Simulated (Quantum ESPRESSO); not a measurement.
# HfB (Fm-3m) in Quantum ESPRESSO: notebook

The runs below take HfB through phonons, with PBE.

Program: Quantum ESPRESSO 7.5. These are calculated values, not measurements. Logs are shortened: lines on timing, memory, paths and dates and some standing lists are left out, and cuts for length are marked.

## (1) The crystal as given

The structure is cubic, space group Fm-3m (No. 225). Conventional cell: a = 4.620 Å, b = 4.620 Å, c = 4.620 Å, α = 90.00°, β = 90.00°, γ = 90.00°. Around Hf (site symmetry m-3m) lie 6 B at 2.31 Å. B (site symmetry m-3m) is surrounded by 6 Hf at 2.31 Å.

## (2) Phonons, PBE

pw.in reads:

```
&CONTROL
  calculation = 'scf'
  prefix = 'pwscf'
  outdir = './tmp'
  pseudo_dir = './pseudo'
  tprnfor = .true.
  tstress = .true.
  disk_io = 'low'
/
&SYSTEM
  ibrav = 0
  nat = 2
  ntyp = 2
  ecutwfc = 45
  ecutrho = 360
  nbnd = 13
  occupations = 'smearing'
  smearing = 'mv'
  degauss = 0.01469973
/
&ELECTRONS
  conv_thr = 4d-10
  electron_maxstep = 120
  mixing_beta = 0.5
/
ATOMIC_SPECIES
Hf   178.4900 hf_pbe_v1.uspp.F.UPF
B     10.8100 b_pbe_v1.4.uspp.F.UPF
CELL_PARAMETERS angstrom
   0.0000000000    2.3100000000    2.3100000000
   2.3100000000    0.0000000000    2.3100000000
   2.3100000000    2.3100000000    0.0000000000
ATOMIC_POSITIONS crystal
Hf     0.5000000000    0.5000000000    0.5000000000
B      0.0000000000    0.0000000000    0.0000000000
K_POINTS automatic
10 10 10 0 0 0
```

relax.in reads:

```
&CONTROL
  calculation = 'vc-relax'
  prefix = 'pwscf'
  outdir = './tmp'
  pseudo_dir = './pseudo'
  tprnfor = .true.
  tstress = .true.
  disk_io = 'low'
  nstep = 40
  forc_conv_thr = 0.0001
  etot_conv_thr = 1d-06
/
&SYSTEM
  ibrav = 0
  nat = 2
  ntyp = 2
  ecutwfc = 45
  ecutrho = 360
  nbnd = 13
  occupations = 'smearing'
  smearing = 'mv'
  degauss = 0.01469973
/
&ELECTRONS
  conv_thr = 4d-10
  electron_maxstep = 120
  mixing_beta = 0.5
/
&IONS
  ion_dynamics = 'bfgs'
/
&CELL
  cell_dynamics = 'bfgs'
  press = 0
  press_conv_thr = 0.2
/
ATOMIC_SPECIES
Hf   178.4900 hf_pbe_v1.uspp.F.UPF
B     10.8100 b_pbe_v1.4.uspp.F.UPF
CELL_PARAMETERS angstrom
   0.0000000000    2.3100000000    2.3100000000
   2.3100000000    0.0000000000    2.3100000000
   2.3100000000    2.3100000000    0.0000000000
ATOMIC_POSITIONS crystal
Hf     0.5000000000    0.5000000000    0.5000000000
B      0.0000000000    0.0000000000    0.0000000000
K_POINTS automatic
10 10 10 0 0 0
```

scf2.in reads:

```
&CONTROL
  calculation = 'scf'
  prefix = 'pwscf'
  outdir = './tmp'
  pseudo_dir = './pseudo'
  tprnfor = .true.
  tstress = .true.
  disk_io = 'low'
/
&SYSTEM
  ibrav = 0
  nat = 2
  ntyp = 2
  ecutwfc = 45
  ecutrho = 360
  nbnd = 13
  occupations = 'smearing'
  smearing = 'mv'
  degauss = 0.01469973
/
&ELECTRONS
  conv_thr = 1d-13
  electron_maxstep = 120
  mixing_beta = 0.5
  startingpot = 'file'
  startingwfc = 'file'
/
ATOMIC_SPECIES
Hf   178.4900 hf_pbe_v1.uspp.F.UPF
B     10.8100 b_pbe_v1.4.uspp.F.UPF
CELL_PARAMETERS angstrom
   0.0000000000    2.4185681825    2.4185681825
   2.4185681825    0.0000000000    2.4185681825
   2.4185681825    2.4185681825    0.0000000000
ATOMIC_POSITIONS crystal
Hf     0.5000000000    0.5000000000    0.5000000000
B      0.0000000000    0.0000000000    0.0000000000
K_POINTS automatic
10 10 10 0 0 0
```

ph.in reads:

```
phonons of HfB
&INPUTPH
  prefix = 'pwscf'
  outdir = './tmp'
  tr2_ph = 1d-18
  fildyn = 'dyn'
  niter_ph = 90
  alpha_mix(1) = 0.4
/
0.0000000000 0.0000000000 0.0000000000
```

dynmat.in reads:

```
&INPUT
  fildyn = 'dyn'
  asr = 'crystal'
  filout = 'dynmat.disp'
  fileig = 'dynmat.eig'
/
```

Potentials or basis: GBRV 1.5 PBE.

Started as:

```bash
> OMP_NUM_THREADS=1 pw.x -in pw.in > pw.out
> OMP_NUM_THREADS=1 pw.x -in relax.in > relax.out
> OMP_NUM_THREADS=1 pw.x -in scf2.in > scf2.out
> OMP_NUM_THREADS=1 ph.x -in ph.in > ph.out
> OMP_NUM_THREADS=1 dynmat.x -in dynmat.in > dynmat.out
```

pw.out:

```text
This program is part of the open-source Quantum ESPRESSO suite
     for quantum simulation of materials; please cite
[... 9 lines left out ...]
     --------------------
     sticks:   dense  smooth     PW     G-vecs:    dense   smooth      PW
     Sum         955     475    151                19195     6855    1243

     Using Slab Decomposition

     bravais-lattice index     =            0
     lattice parameter (alat)  =       6.1734  a.u.
     unit-cell volume          =     166.3652 (a.u.)^3
     number of atoms/cell      =            2
     number of atomic types    =            2
     number of electrons       =        15.00
     number of Kohn-Sham states=           13
     kinetic-energy cutoff     =      45.0000  Ry
     charge density cutoff     =     360.0000  Ry
     scf convergence threshold =      4.0E-10
     mixing beta               =       0.5000
     number of iterations used =            8  plain     mixing
     Exchange-correlation=  SLA  PW   PBX  PBC
                           (   1   4   3   4   0   0   0)

     celldm(1)=   6.173420  celldm(2)=   0.000000  celldm(3)=   0.000000
     celldm(4)=   0.000000  celldm(5)=   0.000000  celldm(6)=   0.000000

     crystal axes: (cart. coord. in units of alat)
               a(1) = (   0.000000   0.707107   0.707107 )
               a(2) = (   0.707107   0.000000   0.707107 )
               a(3) = (   0.707107   0.707107   0.000000 )

     reciprocal axes: (cart. coord. in units 2 pi/alat)
               b(1) = ( -0.707107  0.707107  0.707107 )
               b(2) = (  0.707107 -0.707107  0.707107 )
               b(3) = (  0.707107  0.707107 -0.707107 )

     PseudoPot. # 1 for Hf read from file:
     hf_pbe_v1.uspp.F.UPF
     Pseudo is Ultrasoft + core correction, Zval = 12.0
     Generated by new atomic code, or converted to UPF format
     Using radial grid of  921 points,  8 beta functions with:
                l(1) =   0
                l(2) =   0
                l(3) =   0
                l(4) =   1
                l(5) =   1
                l(6) =   2
                l(7) =   2
                l(8) =   3
     Q(r) pseudized with  6 coefficients,  rinner =    1.200   1.200   1.200
                                                       1.200   1.200   1.200
                                                       1.200

     PseudoPot. # 2 for B  read from file:
     b_pbe_v1.4.uspp.F.UPF
     Pseudo is Ultrasoft + core correction, Zval =  3.0
     Generated by new atomic code, or converted to UPF format
     Using radial grid of  781 points,  4 beta functions with:
                l(1) =   0
                l(2) =   0
                l(3) =   1
                l(4) =   1
     Q(r) pseudized with  8 coefficients,  rinner =    1.100   1.100   1.100

     atomic species   valence    mass     pseudopotential
     Hf               12.00   178.49000     Hf( 1.00)
     B                 3.00    10.81000     B ( 1.00)

     48 Sym. Ops., with inversion, found

   Cartesian axes

     site n.     atom                  positions (alat units)
         1        Hf     tau(   1) = (   0.7071068   0.7071068   0.7071068  )
         2        B      tau(   2) = (   0.0000000   0.0000000   0.0000000  )

     number of k points=    47  Marzari-Vanderbilt smearing, width (Ry)=  0.0147
                       cart. coord. in units 2pi/alat
        k(    1) = (   0.0000000   0.0000000   0.0000000), wk =   0.0020000
        k(    2) = (   0.0707107   0.0707107  -0.0707107), wk =   0.0160000
        k(    3) = (   0.1414214   0.1414214  -0.1414214), wk =   0.0160000
        k(    4) = (   0.2121320   0.2121320  -0.2121320), wk =   0.0160000
        k(    5) = (   0.2828427   0.2828427  -0.2828427), wk =   0.0160000
        k(    6) = (  -0.3535534  -0.3535534   0.3535534), wk =   0.0080000
[... 39 lines left out ...]
        k(   46) = (  -0.0707107  -0.3535534   0.6363961), wk =   0.0480000
        k(   47) = (  -0.7071068   0.2828427   0.0000000), wk =   0.0240000

     Dense  grid:    19195 G-vectors     FFT dimensions: (  40,  40,  40)

     Smooth grid:     6855 G-vectors     FFT dimensions: (  27,  27,  27)

     Initial potential from superposition of free atoms

     starting charge      12.9997, renormalised to      15.0000

     negative rho (up, down):  1.241E-01 0.000E+00
     Starting wfcs are   17 randomized atomic wfcs

     Self-consistent Calculation

     iteration #  1     ecut=    45.00 Ry     beta= 0.50
     Davidson diagonalization with overlap
     ethr =  1.00E-02,  avg # of iterations =  2.5

     negative rho (up, down):  1.129E-01 0.000E+00

     total energy              =    -164.84796608 Ry
     estimated scf accuracy    <       2.59289934 Ry

     iteration #  2     ecut=    45.00 Ry     beta= 0.50
     Davidson diagonalization with overlap
     ethr =  1.00E-02,  avg # of iterations =  2.1

     negative rho (up, down):  1.124E-01 0.000E+00

     total energy              =    -165.38782770 Ry
     estimated scf accuracy    <       0.15891135 Ry

     iteration #  3     ecut=    45.00 Ry     beta= 0.50
     Davidson diagonalization with overlap
     ethr =  1.06E-03,  avg # of iterations =  1.5

     negative rho (up, down):  1.132E-01 0.000E+00

     total energy              =    -165.39076136 Ry
     estimated scf accuracy    <       0.01836776 Ry

     iteration #  4     ecut=    45.00 Ry     beta= 0.50
     Davidson diagonalization with overlap
     ethr =  1.22E-04,  avg # of iterations =  3.0
[... 37 lines left out ...]
     negative rho (up, down):  1.142E-01 0.000E+00

     total energy              =    -165.39342690 Ry
     estimated scf accuracy    <       0.00000004 Ry

     iteration #  9     ecut=    45.00 Ry     beta= 0.50
     Davidson diagonalization with overlap
     ethr =  2.58E-10,  avg # of iterations =  2.1

     negative rho (up, down):  1.142E-01 0.000E+00

     total energy              =    -165.39342691 Ry
     estimated scf accuracy    <          9.2E-10 Ry

     iteration # 10     ecut=    45.00 Ry     beta= 0.50
     Davidson diagonalization with overlap
     ethr =  6.11E-12,  avg # of iterations =  2.0

     negative rho (up, down):  1.142E-01 0.000E+00

     End of self-consistent calculation

          k = 0.0000 0.0000 0.0000 (   869 PWs)   bands (ev):

   -44.7371 -13.2685 -13.2685 -13.2685   5.4209  17.1987  17.1987  17.1987
    18.9260  18.9260  18.9260  19.2316  19.2316

          k = 0.0707 0.0707-0.0707 (   875 PWs)   bands (ev):

   -44.7327 -13.3433 -13.2760 -13.2760   5.7084  16.2802  16.8205  16.8205
    17.9245  17.9245  19.3918  21.1904  21.1904

          k = 0.1414 0.1414-0.1414 (   872 PWs)   bands (ev):

   -44.7213 -13.5337 -13.2958 -13.2958   6.5123  14.7515  15.5262  15.5262
    18.5126  18.5126  19.8971  23.5732  23.5732

          k = 0.2121 0.2121-0.2121 (   848 PWs)   bands (ev):

   -44.7071 -13.7600 -13.3197 -13.3197   7.6761  13.2515  14.4765  14.4765
    19.6415  19.6415  20.4448  26.0342  26.0342

          k = 0.2828 0.2828-0.2828 (   847 PWs)   bands (ev):

   -44.6956 -13.9363 -13.3391 -13.3391   8.9880  11.8832  13.8298  13.8298
    20.9019  20.9019  21.3816  25.2322  28.1639

          k =-0.3536-0.3536 0.3536 (   862 PWs)   bands (ev):

   -44.6913 -14.0023 -13.3466 -13.3466   9.9661  10.9195  13.6121  13.6121
    21.5496  21.5496  22.5938  23.4111  28.9217

          k = 0.1414-0.0000 0.0000 (   873 PWs)   bands (ev):
[... 99 lines left out ...]
          k =-0.0000-0.4243 0.4243 (   848 PWs)   bands (ev):

   -44.6832 -13.7948 -13.6764 -13.3932   9.8259  11.5710  13.7078  14.2982
    20.3652  20.5808  22.6807  24.3111  28.2918

          k = 0.5657-0.0000 0.0000 (   846 PWs)   bands (ev):

   -44.6817 -13.8775 -13.5041 -13.5041   8.2772  13.3727  14.1110  17.0927
    17.0927  21.0239  23.1142  23.1142  25.9826

          k =-0.0707-0.6364 0.6364 (   838 PWs)   bands (ev):

   -44.6773 -13.9050 -13.5521 -13.5115   8.4187  13.7041  13.9056  16.6947
    17.3125  21.9995  22.8736  22.9528  25.1517

          k = 0.0000-0.5657 0.5657 (   842 PWs)   bands (ev):

   -44.6764 -13.8618 -13.6413 -13.4866   8.8320  13.2629  13.8686  15.7346
    17.6525  22.2327  23.0308  23.9451  25.0306

          k =-0.7071 0.0000 0.0000 (   846 PWs)   bands (ev):

   -44.6758 -13.9363 -13.5287 -13.5287   8.2466  13.8897  14.0638  17.3431
    17.3431  21.2635  22.9281  22.9281  24.4369

          k = 0.2828 0.1414 0.0000 (   854 PWs)   bands (ev):

   -44.7122 -13.5969 -13.3896 -13.3195   7.1411  13.7526  14.9300  15.5059
    17.6312  20.1614  21.3431  22.4097  25.7509

          k = 0.3536 0.2121-0.0707 (   852 PWs)   bands (ev):

   -44.6998 -13.7538 -13.4472 -13.3442   8.1817  12.7239  14.2103  14.7531
    18.4504  21.1376  21.9535  23.8181  27.0159

          k =-0.2828-0.4243 0.5657 (   844 PWs)   bands (ev):

   -44.6898 -13.8837 -13.4765 -13.3742   9.3428  11.6640  13.8386  14.2478
    19.5270  21.6488  22.2317  25.3953  26.1078

          k =-0.2121-0.3536 0.4950 (   844 PWs)   bands (ev):

   -44.6859 -13.9332 -13.4843 -13.3884  10.2499  10.8099  13.7686  14.0493
    20.6949  20.8818  22.3187  25.7677  27.1974

          k = 0.4243 0.1414-0.0000 (   848 PWs)   bands (ev):

   -44.6951 -13.7531 -13.4746 -13.4095   8.2297  12.6697  14.3258  15.6037
    17.5652  21.3205  22.7274  23.1052  27.0844

          k =-0.2121-0.4950 0.6364 (   845 PWs)   bands (ev):

   -44.6859 -13.8321 -13.5428 -13.4362   8.9672  12.3432  13.8939  14.9766
    18.4211  22.0930  22.6396  23.7899  27.1740

          k =-0.1414-0.4243 0.5657 (   847 PWs)   bands (ev):
[... 9 lines left out ...]
          k = 0.0000-0.2828 0.4243 (   843 PWs)   bands (ev):

   -44.6898 -13.7977 -13.5656 -13.3755   9.0981  12.0767  13.8742  14.3653
    19.2204  21.9391  22.5151  23.4108  27.0313

          k =-0.1414-0.5657 0.7071 (   848 PWs)   bands (ev):

   -44.6811 -13.8609 -13.5428 -13.4955   8.5915  13.1762  13.9109  15.8394
    17.8110  22.1329  22.7458  23.0860  26.6071

          k =-0.0707-0.4950 0.6364 (   844 PWs)   bands (ev):

   -44.6773 -13.8468 -13.6270 -13.5003   8.9646  13.1943  13.7887  15.0416
    18.4721  22.0108  22.8295  23.5616  25.9546

          k = 0.0000-0.4243 0.5657 (   849 PWs)   bands (ev):

   -44.6779 -13.7649 -13.7345 -13.4666   9.4401  12.5008  13.7162  14.6076
    19.2312  21.1631  22.9988  24.3200  26.2805

          k =-0.7071 0.1414 0.0000 (   844 PWs)   bands (ev):

   -44.6758 -13.8984 -13.5687 -13.5307   8.5451  13.7598  13.9541  15.8088
    18.0073  22.3561  22.5993  22.9339  25.0578

          k =-0.1414-0.4243 0.7071 (   840 PWs)   bands (ev):

   -44.6797 -13.8117 -13.6430 -13.4766   9.3143  12.5806  13.6974  14.5431
    19.4293  21.2523  23.0229  23.5435  26.9545

          k =-0.0707-0.3536 0.6364 (   852 PWs)   bands (ev):

   -44.6773 -13.7788 -13.6998 -13.4991   9.4420  12.7228  13.7005  14.3035
    20.1840  20.4912  22.8394  23.9482  26.3599

          k =-0.7071 0.2828 0.0000 (   850 PWs)   bands (ev):

   -44.6758 -13.7984 -13.6724 -13.5340   9.1810  13.6444  13.7423  13.9810
    19.5862  21.3836  22.9432  22.9844  26.0905

     the Fermi energy is    14.9714 ev

!    total energy              =    -165.39342691 Ry
     estimated scf accuracy    <          7.2E-11 Ry
     smearing contrib. (-TS)   =      -0.00002219 Ry
     internal energy E=F+TS    =    -165.39340473 Ry

     The total energy is F=E-TS. E is the sum of the following terms:
     one-electron contribution =      -9.92002040 Ry
     hartree contribution      =      12.80591892 Ry
     xc contribution           =     -78.94403431 Ry
     ewald contribution        =     -89.33526894 Ry

     convergence has been achieved in  10 iterations

     negative rho (up, down):  1.142E-01 0.000E+00

     Forces acting on atoms (cartesian axes, Ry/au):

     atom    1 type  1   force =    -0.00000000   -0.00000000    0.00000000
     atom    2 type  2   force =     0.00000000    0.00000000    0.00000000

     Total force =     0.000000     Total SCF correction =     0.000000

     Computing stress (Cartesian axis) and pressure

     negative rho (up, down):  1.142E-01 0.000E+00
          total   stress  (Ry/bohr**3)                   (kbar)     P=      310.55
   0.00211106   0.00000000   0.00000000          310.55        0.00        0.00
   0.00000000   0.00211106   0.00000000            0.00      310.55        0.00
   0.00000000   0.00000000   0.00211106            0.00        0.00      310.55

=------------------------------------------------------------------------------=
   JOB DONE.
=------------------------------------------------------------------------------=
```

Wall time 3.3 min (1 thread of Arm Neoverse V2, shared host); peak memory 0.2 GiB.

Results:

```
Free energy                            : -2250.6166 eV
Relaxed volume                         : 14.15 Å³/atom
Relaxed cell                           : a = 3.420 Å, b = 3.420 Å, c = 3.420 Å, α = 60.00°, β = 60.00°, γ = 60.00°
Space group after relaxing (to 0.05 Å) : Fm-3m (No. 225)
Pressure after relaxing                : 0.3 GPa
Band gap on the k mesh                 : none (metal or under the smearing width)
Highest phonon frequency at Γ          : 451 cm⁻¹
```

Step by step:
```tsv
step	energy change (eV)	largest force (eV/Å)	pressure (GPa)	volume (Å³)
1	0.0000	0.0000	31.05	24.65
2	-0.3125	0.0000	-2.79	28.77
3	-0.3165	0.0000	-0.49	28.38
4	-0.3166	0.0000	0.01	28.29
5	-0.3166	0.0000	0.00	28.29
```

Final structure:
```xyz
2
Lattice="0.0000 2.4186 2.4186 2.4186 0.0000 2.4186 2.4186 2.4186 0.0000" Properties=species:S:1:pos:R:3 pbc="T T T"
Hf    2.4186    2.4186    2.4186
B     0.0000    0.0000    0.0000
```

Phonon frequencies in cm⁻¹ (negative: imaginary):
```tsv
q point	frequencies
(0.000, 0.000, 0.000)	-1 -1 -1 451 451 451
```

Optical modes at Γ, degenerate ones joined:
```tsv
cm⁻¹	components	symmetry	active in
451	3	T1u	IR
```

The run has no spin-orbit coupling, so splittings on Hf are missing.

(Continued in part 2 of 2.)
